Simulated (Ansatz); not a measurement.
# KBaCeBiO6 (F-43m): the equilibrium volume, part 2 of 2

Aim: the volume at which the pressure of KBaCeBiO6 (F-43m) vanishes.

Ansatz 0.2.0; DFT PBE+U (U_eff = 5 eV on Ce 4f), scalar-relativistic, plane waves, PAW. Earlier steps stand in the parts before.

### 3 Full relaxation

File input.yaml:

```yaml
crystal:
  lattice:
    - [0.0, 4.3784821, 4.3784821]
    - [4.3784821, 0.0, 4.3784821]
    - [4.3784821, 4.3784821, 0.0]
  atoms:
    - { symbol: Ba, position: [0.75, 0.75, 0.75] }
    - { symbol: Bi, position: [0.0, 0.0, 0.0] }
    - { symbol: Ce, position: [0.5, 0.5, 0.5] }
    - { symbol: K, position: [0.25, 0.25, 0.25] }
    - { symbol: O, position: [0.75466446, 0.24533554, 0.24533554] }
    - { symbol: O, position: [0.24533554, 0.75466446, 0.75466446] }
    - { symbol: O, position: [0.24533554, 0.75466446, 0.24533554] }
    - { symbol: O, position: [0.75466446, 0.24533554, 0.75466446] }
    - { symbol: O, position: [0.24533554, 0.24533554, 0.75466446] }
    - { symbol: O, position: [0.75466446, 0.75466446, 0.24533554] }
basis:
  ecutwfc: 420
kpoints:
  mp_grid: { grid: [6, 6, 6] }
hamiltonian:
  xc: pbe
  hubbard: { sites: [{ species: Ce, l: f, u_eff: 5.0 }] }
scf:
  occupations: { method: gaussian, width: 0.02 }
output:
  forces: true
  stress: true
  eigenvalues: true
  write_density: true
  write_potential: true
  elf: true
  volumetric_format: npy
relax:
  adjacent_minimum: "off"
  f_tol: 0.005
  max_steps: 80
  cell: { stress_tol: 0.05 }
```

Started as:

```
$ ansatz run input.yaml --threads 8 --pin off --max-ram 14336MiB --backend cpu --events-out ev --progress --plain --runs-dir out
```

Standard output:

```text
Warning: RAYON_NUM_THREADS=8 ignored (pool sized by the plan → 8); use --threads N
Ba: projections on atomic orbitals take those of the free atom [Kr 4d10] 5s2 5p6 6s2, of charge +0.00 (hamiltonian.pseudopotentials.projection_atoms); the dataset's partial waves leave at most 9.7e-6 of an orbital's norm unspanned inside its sphere
Bi: projections on atomic orbitals take those of the free atom [Xe 4f14] 5d10 6s2 6p3, of charge +0.00 (hamiltonian.pseudopotentials.projection_atoms); the dataset's partial waves leave at most 4.7e-5 of an orbital's norm unspanned inside its sphere
Ce: projections on atomic orbitals take those of the free atom [Kr 4d10] 4f1 5s2 5p6 5d1 6s2, of charge +0.00 (hamiltonian.pseudopotentials.projection_atoms); the dataset's partial waves leave at most 1.4e-5 of an orbital's norm unspanned inside its sphere
K: projections on atomic orbitals take those of the free atom [Ne] 3s2 3p6 4s1, of charge +0.00 (hamiltonian.pseudopotentials.projection_atoms); the dataset's partial waves leave at most 2.3e-7 of an orbital's norm unspanned inside its sphere
O: projections on atomic orbitals take those of the free atom [He] 2s2 2p4, of charge +0.00 (hamiltonian.pseudopotentials.projection_atoms); the dataset's partial waves leave at most 1.9e-8 of an orbital's norm unspanned inside its sphere
Engine: ansatz 0.2.0, aarch64-unknown-linux-gnu
Pseudopotentials: kind: paw
Pseudopotential: Ba, paw, valence charge 10, recommended cutoff 420 eV (normal), Ba.paw.azcp
Pseudopotential: Bi, paw, valence charge 15, recommended cutoff 420 eV (normal), Bi.paw.azcp
Pseudopotential: Ce, paw, valence charge 12, recommended cutoff 420 eV (normal), Ce.paw.azcp
Pseudopotential: K, paw, valence charge 9, recommended cutoff 420 eV (normal), K.paw.azcp
Pseudopotential: O, paw, valence charge 6, recommended cutoff 420 eV (normal), O.paw.azcp
Functional definition: PBE
  parameter kappa = 0.804
  parameter beta = 0.06672455060314922
  exchange = pbe_x(kappa = kappa, mu = beta*pi^2/3)
  correlation = pbe_c(beta = beta)
Crystal: 10 atoms, lattice volume = 167.881 Å³
Basis set: ecut = 420 eV, 3287 PW (Γ), exchange–correlation on 90×90×90 points (8 copies of the dense FFT grid, shifted against one another)
Bands: 51, of which v1, the nominal top of the filled ones, is band 41 counted from 1 (40 counted from 0)
Symmetry: 24 space group operations
Space group: F-43m (ITA 216), of the structure as read, at distance tolerance 5.5e-5 Å
k-points: 16 of 216 (time reversal used)
Non-local potential: Ba, projectors of the file, l = 0: 3, l = 1: 2, l = 2: 2, l = 3: 2
Non-local potential: Bi, projectors of the file, l = 0: 2, l = 1: 2, l = 2: 2, l = 3: 2
Non-local potential: Ce, projectors of the file, l = 0: 3, l = 1: 2, l = 2: 2, l = 3: 3
Non-local potential: K, projectors of the file, l = 0: 3, l = 1: 2, l = 2: 2
Non-local potential: O, projectors of the file, l = 0: 2, l = 1: 2, l = 2: 1
PAW form: soft (Blöchl's): semilocal exchange-correlation on the pseudo side does not see the compensation charge
PAW one-centre angular grid: Ba, 194 points (default); XC on 64 Gauss nodes
PAW one-centre angular grid: Bi, 590 points (default); XC on 64 Gauss nodes
PAW one-centre angular grid: Ce, 590 points (default); XC on 64 Gauss nodes
PAW one-centre angular grid: K, 110 points (default); XC on 64 Gauss nodes
PAW one-centre angular grid: O, 110 points (default); XC on 64 Gauss nodes
Initial density: superposition of atomic densities (chi_scale 0.1, normalization cell, long waves of neutral atoms under a Hubbard term (reshape's long-wave potential 0.01 eV rms, cloud 2.81 Å wide))
Initial wavefunctions: pseudopotential atomic-orbital guess
Functional: x = pbe(κ = 0.804, μ = 0.2195149727645171), c = pbe(β = 0.06672455060314922)
SCF iter   1: F=—  HF=-29874.621727 eV  |F-HF|=—  |Δ(HF+E_count)|=         —  Δρ=1.10e-1  dr2=1.33e1  ethr=3.10e-3  ⟨swp⟩=9.2  Hψ=4274  notcnv=0  defer=6
preconditioner: auto → Resta (q_TF=auto, 2.421 Å⁻¹)  ε∞=3.9  [insulator: Δε(μ)=2.172 eV  Ē_g=14.773 eV  σ=0.020 eV  W_gap=1.00  n_scr=50 (ndim 8)  ℏωp=25.0 eV  f_vac=0.000  D(μ)=0.00/eV (n_scr^D=0)  ε∞_Penn≈3.9]
SCF iter   2: F=—  HF=-29869.927052 eV  |F-HF|=—  |Δ(HF+E_count)|=    4.69e0  Δρ=4.90e-2  dr2=2.80e0  ethr=3.10e-3  ⟨swp⟩=7.0  Hψ=2354  notcnv=0  defer=44
SCF iter   3: F=—  HF=-29869.103906 eV  |F-HF|=—  |Δ(HF+E_count)|=   8.23e-1  Δρ=1.43e-2  dr2=2.60e-1  ethr=3.10e-3  ⟨swp⟩=4.2  Hψ=1844  notcnv=0  defer=44
SCF iter   4: F=—  HF=-29869.097087 eV  |F-HF|=—  |Δ(HF+E_count)|=   6.82e-3  Δρ=8.89e-3  dr2=1.11e-1  ethr=3.18e-4  ⟨swp⟩=3.9  Hψ=1837  notcnv=0  defer=44
SCF iter   5: F=—  HF=-29869.102918 eV  |F-HF|=—  |Δ(HF+E_count)|=   5.83e-3  Δρ=5.91e-3  dr2=7.74e-2  ethr=1.35e-4  ⟨swp⟩=5.1  Hψ=1895  notcnv=0  defer=42
SCF iter   6: F=—  HF=-29869.106114 eV  |F-HF|=—  |Δ(HF+E_count)|=   3.20e-3  Δρ=6.15e-3  dr2=8.49e-2  ethr=9.44e-5  ⟨swp⟩=5.2  Hψ=1833  notcnv=0  defer=42
SCF iter   7: F=—  HF=-29869.099765 eV  |F-HF|=—  |Δ(HF+E_count)|=   6.35e-3  Δρ=4.41e-3  dr2=4.29e-2  ethr=9.44e-5  ⟨swp⟩=2.9  Hψ=924  notcnv=0  defer=42
SCF iter   8: F=—  HF=-29869.094195 eV  |F-HF|=—  |Δ(HF+E_count)|=   5.57e-3  Δρ=1.61e-3  dr2=5.66e-3  ethr=5.23e-5  ⟨swp⟩=3.9  Hψ=1056  notcnv=0  defer=42
SCF iter   9: F=—  HF=-29869.093372 eV  |F-HF|=—  |Δ(HF+E_count)|=   8.23e-4  Δρ=1.84e-4  dr2=7.24e-5  ethr=6.91e-6  ⟨swp⟩=3.0  Hψ=1147  notcnv=0  defer=42
SCF iter  10: F=—  HF=-29869.093510 eV  |F-HF|=—  |Δ(HF+E_count)|=   1.38e-4  Δρ=3.49e-5  dr2=2.93e-6  ethr=8.83e-8  ⟨swp⟩=2.6  Hψ=1387  notcnv=0  defer=42
SCF iter  11: F=—  HF=-29869.093510 eV  |F-HF|=—  |Δ(HF+E_count)|=   8.31e-9  Δρ=2.30e-5  dr2=9.76e-7  ethr=3.58e-9  ⟨swp⟩=2.4  Hψ=1348  notcnv=0  defer=42
SCF iter  12: F=-29869.093509 eV  HF=-29869.093509 eV  |F-HF|=5.66e-8  |Δ(HF+E_count)|=   2.77e-7  Δρ=6.13e-6  dr2=7.79e-8  ethr=1.22e-10  ⟨swp⟩=20.9  Hψ=8956  notcnv=0
SCF 1 converged in 12 iterations: F = -29869.093509 eV  dr2 = 7.79e-8
relax step   1: F+E_penalty+E_count = -29869.09350939 eV  Δ(F+E_penalty+E_count) = +0.000e0 eV  max|allowed force component| = 1.910e-1 eV/Å  Δτ_max = 0.0000 Å  P = -1.772 GPa  Ω = 167.881 Å³  (12 SCF iters, dr2 threshold 1.00e-7 eV, accepted)
Crystal: 10 atoms, lattice volume = 164.088 Å³
Basis set: ecut = 420 eV, 3143 PW (Γ), exchange–correlation on 90×90×90 points (8 copies of the dense FFT grid, shifted against one another)
Initial density: handed on by an earlier stage of this run
Initial wavefunctions: those handed on with the density
iter 1 solved again at ethr=1.85e-5 eV; its pass at ethr=3.10e-3 eV (dr2=1.51e-2 eV) is discarded
SCF iter   1: F=—  HF=-29869.125389 eV  |F-HF|=—  |Δ(HF+E_count)|=         —  Δρ=3.28e-3  dr2=1.57e-2  ethr=1.85e-5  ⟨swp⟩=3.6  Hψ=3794  notcnv=0
preconditioner: auto → Resta (q_TF=auto, 2.430 Å⁻¹)  ε∞=4.8  [insulator: Δε(μ)=1.670 eV  Ē_g=13.137 eV  σ=0.020 eV  W_gap=1.00  n_scr=50 (ndim 8)  ℏωp=25.6 eV  f_vac=0.015  D(μ)=0.00/eV (n_scr^D=0)  ε∞_Penn≈4.8]
SCF iter   2: F=—  HF=-29869.122062 eV  |F-HF|=—  |Δ(HF+E_count)|=   3.33e-3  Δρ=1.37e-3  dr2=5.66e-3  ethr=1.85e-5  ⟨swp⟩=2.3  Hψ=1467  notcnv=0
SCF iter   3: F=—  HF=-29869.121402 eV  |F-HF|=—  |Δ(HF+E_count)|=   6.60e-4  Δρ=8.43e-4  dr2=1.04e-3  ethr=6.90e-6  ⟨swp⟩=2.2  Hψ=1566  notcnv=0
SCF iter   4: F=—  HF=-29869.121270 eV  |F-HF|=—  |Δ(HF+E_count)|=   1.32e-4  Δρ=3.73e-4  dr2=2.81e-4  ethr=1.27e-6  ⟨swp⟩=2.1  Hψ=1333  notcnv=0
SCF iter   5: F=—  HF=-29869.121373 eV  |F-HF|=—  |Δ(HF+E_count)|=   1.03e-4  Δρ=1.05e-4  dr2=3.09e-5  ethr=3.43e-7  ⟨swp⟩=2.1  Hψ=1218  notcnv=0
SCF iter   6: F=—  HF=-29869.121378 eV  |F-HF|=—  |Δ(HF+E_count)|=   5.24e-6  Δρ=2.98e-5  dr2=2.35e-6  ethr=3.77e-8  ⟨swp⟩=2.1  Hψ=1216  notcnv=0
SCF iter   7: F=-29869.121378 eV  HF=-29869.121378 eV  |F-HF|=1.49e-7  |Δ(HF+E_count)|=   2.58e-7  Δρ=6.90e-6  dr2=2.03e-7  ethr=1.22e-9  ⟨swp⟩=14.3  Hψ=7524  notcnv=0
SCF 2 converged in 7 iterations: F = -29869.121378 eV  dr2 = 2.03e-7
  Residual-converged pass: ⟨swp⟩=1.0  Hψ=880  notcnv=0  max |occ|·‖R‖ = 7.0e-9 eV (tolerance 1.0e-8 eV)  dr2=2.03e-7  dr2_onsite=1.12e-8  max |Δocc| = 0.0e0
relax step   2: F+E_penalty+E_count = -29869.12137781 eV  Δ(F+E_penalty+E_count) = -2.787e-2 eV  max|allowed force component| = 2.876e-2 eV/Å  Δτ_max = 0.0074 Å  P = +0.819 GPa  Ω = 164.088 Å³  energy of the carried Pulay correction = +1.096e-2 eV  (7 SCF iters, dr2 threshold 1.00e-6 eV, accepted)
Crystal: 10 atoms, lattice volume = 165.219 Å³
Basis set: ecut = 420 eV, 3215 PW (Γ), exchange–correlation on 90×90×90 points (8 copies of the dense FFT grid, shifted against one another)
iter 1 solved again at ethr=1.46e-6 eV; its pass at ethr=3.10e-3 eV (dr2=1.20e-3 eV) is discarded
SCF iter   1: F=—  HF=-29869.121231 eV  |F-HF|=—  |Δ(HF+E_count)|=         —  Δρ=7.73e-4  dr2=1.25e-3  ethr=1.46e-6  ⟨swp⟩=2.1  Hψ=3757  notcnv=0
preconditioner: auto → Resta (q_TF=auto, 2.428 Å⁻¹)  ε∞=4.8  [insulator: Δε(μ)=1.591 eV  Ē_g=13.082 eV  σ=0.020 eV  W_gap=1.00  n_scr=50 (ndim 8)  ℏωp=25.5 eV  f_vac=0.016  D(μ)=0.00/eV (n_scr^D=0)  ε∞_Penn≈4.8]
SCF iter   2: F=—  HF=-29869.120918 eV  |F-HF|=—  |Δ(HF+E_count)|=   3.12e-4  Δρ=2.76e-4  dr2=2.88e-4  ethr=1.46e-6  ⟨swp⟩=2.0  Hψ=1091  notcnv=0
SCF iter   3: F=—  HF=-29869.121016 eV  |F-HF|=—  |Δ(HF+E_count)|=   9.75e-5  Δρ=2.74e-4  dr2=1.28e-4  ethr=3.51e-7  ⟨swp⟩=2.0  Hψ=1527  notcnv=0
SCF iter   4: F=—  HF=-29869.120996 eV  |F-HF|=—  |Δ(HF+E_count)|=   1.98e-5  Δρ=6.64e-5  dr2=1.19e-5  ethr=1.56e-7  ⟨swp⟩=2.0  Hψ=1402  notcnv=0
SCF iter   5: F=—  HF=-29869.120997 eV  |F-HF|=—  |Δ(HF+E_count)|=   8.77e-7  Δρ=3.23e-5  dr2=2.27e-6  ethr=1.45e-8  ⟨swp⟩=2.1  Hψ=1108  notcnv=0
SCF iter   6: F=-29869.120997 eV  HF=-29869.120998 eV  |F-HF|=7.57e-8  |Δ(HF+E_count)|=   6.13e-7  Δρ=7.00e-6  dr2=1.67e-7  ethr=1.22e-9  ⟨swp⟩=13.2  Hψ=7128  notcnv=0
SCF 3 converged in 6 iterations: F = -29869.120997 eV  dr2 = 1.67e-7
relax step   3: F+E_penalty+E_count = -29869.12099743 eV  Δ(F+E_penalty+E_count) = +3.804e-4 eV  max|allowed force component| = 1.052e-2 eV/Å  Δτ_max = 0.0005 Å  P = -0.004 GPa  Ω = 165.219 Å³  energy of the carried Pulay correction = +7.668e-3 eV  (6 SCF iters, dr2 threshold 1.00e-6 eV, accepted)
[... 9 lines left out ...]
relax step   4: F+E_penalty+E_count = -29869.12103034 eV  Δ(F+E_penalty+E_count) = -3.291e-5 eV  max|allowed force component| = 1.366e-3 eV/Å  Δτ_max = 0.0004 Å  P = -0.001 GPa  Ω = 165.212 Å³  energy of the carried Pulay correction = +7.688e-3 eV  (5 SCF iters, dr2 threshold 6.92e-9 eV, accepted)
[... 10 lines left out ...]
relax step   5: F+E_penalty+E_count = -29869.11368955 eV  Δ(F+E_penalty+E_count) = +7.341e-3 eV  max|allowed force component| = 1.886e-3 eV/Å  Δτ_max = 0.0000 Å  P = -0.077 GPa  Ω = 165.212 Å³  stress off target by 7.73e-2 GPa  SCF on the basis re-selected at this cell (its energy is not comparable with the rows above)  (6 SCF iters)
[... 11 lines left out ...]
relax step   6: F+E_penalty+E_count = -29869.11403011 eV  Δ(F+E_penalty+E_count) = -3.406e-4 eV  max|allowed force component| = 8.059e-5 eV/Å  Δτ_max = 0.0001 Å  P = -0.002 GPa  Ω = 165.104 Å³  energy of the carried Pulay correction = +3.134e-4 eV  (6 SCF iters, dr2 threshold 1.49e-8 eV, accepted)
iter 1 solved again at ethr=1.65e-7 eV; its pass at ethr=3.10e-3 eV (dr2=1.35e-4 eV) is discarded
SCF iter   1: F=—  HF=-29869.113728 eV  |F-HF|=—  |Δ(HF+E_count)|=         —  Δρ=2.41e-6  dr2=2.93e-9  ethr=1.65e-7  ⟨swp⟩=3.5  Hψ=6241  notcnv=0
eigensolver tolerance schedule: the retry pair's looser diagonalisation over-reported the residual by 46131.01 of it (diagonalisation noise at an unbounded share of the residual, at the tolerance the schedule requests for it); recorded, not acted on — ethr = c·dr2/N_el stays at c = 1.0e-1
SCF iter   2: F=—  HF=-29869.113874 eV  |F-HF|=—  |Δ(HF+E_count)|=   1.46e-4  Δρ=1.59e-6  dr2=1.58e-9  ethr=3.58e-12  ⟨swp⟩=4.6  Hψ=2775  notcnv=0
SCF iter   3: F=—  HF=-29869.113874 eV  |F-HF|=—  |Δ(HF+E_count)|=  8.08e-10  Δρ=5.75e-7  dr2=3.88e-10  ethr=1.93e-12  ⟨swp⟩=2.0  Hψ=1338  notcnv=0
SCF iter   4: F=-29869.113874 eV  HF=-29869.113874 eV  |F-HF|=5.09e-11  |Δ(HF+E_count)|=  1.09e-10  Δρ=1.65e-7  dr2=9.33e-11  ethr=1.00e-12  ⟨swp⟩=7.1  Hψ=4672  notcnv=0
SCF 7 converged in 4 iterations: F = -29869.113874 eV  dr2 = 9.33e-11
relax step   7: F+E_penalty+E_count = -29869.11387419 eV  Δ(F+E_penalty+E_count) = +1.559e-4 eV  max|allowed force component| = 7.964e-5 eV/Å  Δτ_max = 0.0000 Å  P = -0.003 GPa  Ω = 165.104 Å³  stress off target by 3.30e-3 GPa  SCF on the basis re-selected at this cell (its energy is not comparable with the rows above)  (4 SCF iters)
basis re-selected at this cell: Δ(F+E_penalty+E_count) = +1.559e-4 eV, ΔP = -0.001 GPa vs the last step (what re-selecting the basis moved, of the pressure what is left beyond the Pulay correction that the steps carried, after the strain that the cell walked since its last selection, with what the two solves' SCF thresholds leave and, on support functions, any second-order correction that the steps lacked; it is no measure of the basis error at this ecutwfc). This SCF's stress stands 3.30e-3 GPa from its target on what of the cell is left free (relax.cell.stress_tol is 5.00e-2 GPa) and its largest allowed force component is 7.96e-5 eV/Å (relax.f_tol is 5.00e-3 eV/Å): within both
SCF converged after 4 iterations
Free energy (F): -29869.113874 eV
Harris-Foulkes:  -29869.113874 eV  (|F-HF|=5.09e-11)
Internal energy: -29869.113874 eV  (E = F + TS)
E sigma→0 (E₀):  -29869.113874 eV
Fermi energy:    8.649472 eV
--- Per-component energies (eV) ---
  E_band       = -238.197974
  E_kinetic    = 2167.496154
  E_local      = -4923.231438  (includes V_loc(G=0)·N_el)
  E_nonlocal   = 850.992146
  E_hartree    = 1731.256650
  E_xc         = -1129.872228
  E_vxc        = -1269.775175  (∫ρ·V_xc dr)
  E_hubbard    = 1.763219  (on-site DFT+U / exact-exchange correction)
  E_vhub       = 1.624918  (the Hubbard potential's part of the band-sum identity)
  E_paw        = -23091.258873  (= ΣΔE_a)
  E_vpaw       = -527.831366  (= ΣTr[D̂ρ^β])
  E_aug_tail   = 0.013728  (compensation charges beyond the density's cutoff)
  E_ewald      = -5476.273232
  E_smearing   = -0.000000  (= −TS)
  E_closure    = -0.000000  (closes the sum)
  Σ components = -29869.113874   (vs F -29869.113874, Δ=0.00e0)
--- Forces (eV/Å), atoms counted from 1 ---
  atom   1  Ba    -0.00000000    -0.00000000    -0.00000000
  atom   2  Bi    -0.00000000    -0.00000000    -0.00000000
  atom   3  Ce     0.00000000     0.00000000     0.00000000
  atom   4  K      0.00000000     0.00000000     0.00000000
  atom   5  O      0.00007964    -0.00000000    -0.00000000
  atom   6  O     -0.00007964     0.00000000     0.00000000
  atom   7  O     -0.00000000     0.00007964     0.00000000
  atom   8  O      0.00000000    -0.00007964     0.00000000
  atom   9  O     -0.00000000    -0.00000000     0.00007964
  atom  10  O      0.00000000     0.00000000    -0.00007964
  max |Σ_I F_I| component: 1.45e-17 eV/Å
--- Stress (GPa, compression-positive) ---
       -0.003299      -0.000000      -0.000000
       -0.000000      -0.003299       0.000000
       -0.000000       0.000000      -0.003299
  P = ⅓ Tr σ = -0.0033 GPa (-0.033 kbar)
--- Band table (eV; the first three rows and the last of 16) ---
  k-point 0: bands = ["-25.6359", "-19.9173", "-17.7525", "-14.0526", "-14.0526", "-13.6489", "-13.6489", "-13.6489", "-10.0585", "-10.0585", "-10.0585", "-9.2765", "-7.5867", "-7.5867", "-6.3603", "-6.3603", "-6.3603", "-3.4771", "-3.4771", "-3.4771", "-3.0140", "-3.0140", "-3.0140", "-0.5516", "5.1202", "5.1202", "5.1202", "5.6117", "5.6117", "5.7021", "5.7021", "5.7021", "6.9091", "6.9091", "6.9091", "6.9656", "6.9656", "6.9656", "7.8462", "7.8462", "7.8462", "10.0885", "10.5936", "10.6045", "10.6045", "10.6045", "10.6762", "10.6762", "10.6762", "13.0868", "13.0868"]
  k-point 1: bands = ["-25.6358", "-19.9174", "-17.7524", "-14.0550", "-14.0550", "-13.6488", "-13.6488", "-13.6485", "-10.1945", "-10.0047", "-10.0047", "-9.0435", "-7.8218", "-7.8218", "-6.5469", "-6.1425", "-6.1425", "-3.4685", "-3.4685", "-3.4542", "-3.0048", "-3.0048", "-2.9676", "-0.3663", "4.4937", "4.4937", "4.8478", "5.7039", "5.7273", "5.7273", "6.2667", "6.2667", "6.7443", "6.7754", "6.7754", "6.9584", "6.9863", "6.9863", "7.7537", "7.7537", "7.7803", "9.9772", "10.5935", "10.5949", "10.5949", "10.6131", "10.6988", "10.6988", "11.0080", "13.1721", "13.2034"]
  k-point 2: bands = ["-25.6355", "-19.9174", "-17.7521", "-14.0596", "-14.0596", "-13.6487", "-13.6487", "-13.6479", "-10.3776", "-9.8779", "-9.8779", "-8.5870", "-8.1991", "-8.1991", "-6.9924", "-5.8167", "-5.8167", "-3.4519", "-3.4519", "-3.4118", "-2.9848", "-2.9848", "-2.8577", "0.0182", "3.8950", "3.8950", "4.3182", "5.7127", "5.8163", "5.8163", "6.3089", "6.4806", "6.4806", "6.8806", "6.8806", "7.0921", "7.0921", "7.0921", "7.5630", "7.5630", "7.6148", "9.8874", "10.5796", "10.5796", "10.5937", "10.6299", "10.7521", "10.7521", "11.5407", "13.3335", "13.3335"]
  k-point 15: bands = ["-25.6352", "-19.9174", "-17.7517", "-14.0569", "-14.0508", "-13.6484", "-13.6483", "-13.6474", "-10.1552", "-10.0889", "-10.0656", "-9.0576", "-8.1025", "-7.5052", "-6.3476", "-6.3276", "-6.1183", "-3.4249", "-3.4170", "-3.3983", "-2.9093", "-2.8792", "-2.8199", "-0.5635", "3.9996", "4.7645", "4.8064", "5.4274", "5.9662", "6.0583", "6.2277", "6.3364", "6.4906", "6.6453", "6.7114", "6.7799", "6.8213", "6.9480", "6.9836", "7.2964", "7.6966", "9.6275", "10.4967", "10.5250", "10.5609", "10.5949", "10.5966", "10.6256", "10.9548", "13.9961", "14.1593"]
Occupation matrices written to <dir>
--- Relaxed structure (5 steps of the walk, 5 accepted, 2 SCFs on fresh bases) ---
  F+E_penalty+E_count = -29869.11387419 eV   max|allowed force component| = 7.964e-5 eV/Å   (the final SCF, on the basis selected at the relaxed cell)
  cell:  # Å, volume = 165.1043 Å³
    - [1.5158731797864378e-33, 4.354210728680102, 4.354210728680102]
    - [4.354210728680102, 1.4649194594574822e-33, 4.354210728680102]
    - [4.354210728680102, 4.354210728680102, 2.573162876612273e-33]
  atoms:
    - { symbol: Ba, position: [0.75, 0.75, 0.75] }
    - { symbol: Bi, position: [-2.5071581305347038e-20, 8.666719463576754e-21, -1.454770767100408e-20] }
    - { symbol: Ce, position: [0.5, 0.5, 0.5] }
    - { symbol: K, position: [0.25, 0.25, 0.25] }
    - { symbol: O, position: [0.7556108015755152, 0.2443891984244848, 0.2443891984244848] }
    - { symbol: O, position: [0.24438919842448492, 0.7556108015755151, 0.7556108015755152] }
    - { symbol: O, position: [0.2443891984244848, 0.7556108015755152, 0.2443891984244848] }
    - { symbol: O, position: [0.7556108015755151, 0.24438919842448492, 0.7556108015755152] }
    - { symbol: O, position: [0.24438919842448478, 0.24438919842448478, 0.7556108015755152] }
    - { symbol: O, position: [0.7556108015755151, 0.7556108015755151, 0.24438919842448492] }
```

Run time: 21 s. Hardware: 8 threads of Arm Neoverse V1, shared host; peak memory 1 GiB.

Relaxation path:

| step | energy from step 1 (meV/atom) | largest force component (eV/Å) | pressure (GPa) | volume (Å³/atom) |
| --- | --- | --- | --- | --- |
| 1 | 0.0 | 0.191 | -1.77 | 16.788 |
| 2 | -2.8 | 0.029 | 0.82 | 16.409 |
| 3 | -2.7 | 0.011 | 0.00 | 16.522 |
| 4 | -2.8 | 0.001 | 0.00 | 16.521 |
| 5 | -2.0 | 0.002 | -0.08 | 16.521 |
| 6 | -2.1 | 0.000 | 0.00 | 16.510 |
| 7 | -2.0 | 0.000 | 0.00 | 16.510 |

Step 1 is the start. Step 5 repeats a cell on a basis chosen anew, so the energy can jump there without a move. Step 7 repeats the geometry before it on a plane-wave basis chosen anew for the final cell, which leaves the energy as it was. The run keeps the 24 symmetry operations that it found, so it can't reach a distortion that breaks them.

In short: volume 16.510 Å³/atom, pressure 0.00 GPa, gap on the mesh 1.61 eV.

### 4 The cell, before and after

The cell before and after:

| cell as typed | before | after | change |
| --- | --- | --- | --- |
| a (Å) | 6.192 | 6.158 | -0.6 % |
| b (Å) | 6.192 | 6.158 | -0.6 % |
| c (Å) | 6.192 | 6.158 | -0.6 % |
| volume (Å³/atom) | 16.788 | 16.510 | -1.7 % |
| shortest distance (Å) | 2.148 | 2.128 | -0.9 % |
| space group | F-43m | F-43m | same |

### 5 Results

What follows sums up all 2 parts. Changes of volume or cell count from the first structure of part 1.

```
         quantity                                                                      value
           volume                                                             16.510 Å³/atom
         pressure                                                                   0.00 GPa
conventional cell  a = 8.708 Å, b = 8.708 Å, c = 8.708 Å, α = 90.00°, β = 90.00°, γ = 90.00°
  gap on the mesh                                                                    1.61 eV
```

What this shows: From the first run shown, the volume went from 16.79 to 16.51 Å³/atom (-1.7 %) in 2 runs, where the pressure is zero within 0.01 GPa. Spin–orbit coupling is left out, though the cell holds Bi; in elements this heavy it can shift levels and gaps by tenths of an eV.
